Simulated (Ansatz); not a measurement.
# BaTiO3: the cost of one run

Program: Ansatz 0.2.0. Level of theory: DFT PBE, scalar-relativistic, plane waves, PAW. These are calculated values, not measurements.

### 1 Starting point

It takes space group P4mm (No. 99, tetragonal). The conventional cell has a = 4.000 Å, b = 4.000 Å, c = 4.018 Å, α = 90.00°, β = 90.00°, γ = 90.00°. Ba (site symmetry 4mm) has 12 O at 2.79 to 2.88 Å as nearest neighbours. Ti (site symmetry 4mm) is surrounded by 6 O at 1.87 to 2.15 Å. O (site symmetry 4mm) is surrounded by 2 Ti at 1.87 to 2.15 Å. Around O (site symmetry 2mm) lie 2 Ti at 2.00 Å and 4 Ba at 2.79 to 2.88 Å.

Coordinates:

```xyz
5
Lattice="3.9998 0.0000 0.0000 0.0000 3.9998 0.0000 0.0000 0.0000 4.0180" Properties=species:S:1:pos:R:3 pbc="T T T"
Ba    0.0000    0.0000    0.0000
Ti    1.9999    1.9999    1.9367
O     1.9999    1.9999    0.0643
O     1.9999    0.0000    2.0693
O     0.0000    1.9999    2.0693
```

Source of the structure: the Crystallography Open Database.

(A quick probe on a coarse mesh, which set the mesh and smearing, is not shown.)

### 3 Relaxing cell and atoms

Input file input.yaml:

```yaml
crystal:
  lattice:
    - [3.9998, 0.0, 0.0]
    - [0.0, 3.9998, 0.0]
    - [0.0, 0.0, 4.018]
  atoms:
    - { symbol: Ba, position: [0.0, 0.0, 0.0] }
    - { symbol: Ti, position: [0.5, 0.5, 0.482] }
    - { symbol: O, position: [0.5, 0.5, 0.016] }
    - { symbol: O, position: [0.5, 0.0, 0.515] }
    - { symbol: O, position: [0.0, 0.5, 0.515] }
basis:
  ecutwfc: 420
kpoints:
  mp_grid: { grid: [8, 8, 8] }
hamiltonian:
  xc: pbe
scf:
  occupations: { method: gaussian, width: 0.02 }
output:
  forces: true
  stress: true
  eigenvalues: true
relax:
  adjacent_minimum: "off"
  f_tol: 0.005
  max_steps: 80
  cell: { stress_tol: 0.05 }
```

Started as:

```console
> ansatz run input.yaml --threads 1 --pin off --max-ram 2560MiB --backend cpu --events-out ev --progress --plain --runs-dir out
```

**Question.** How long does this run take on 1 thread of Intel Xeon Platinum 8488C (Sapphire Rapids), shared host, and how much memory does it need?

About 3.3 min, with a peak of 0.49 GiB.
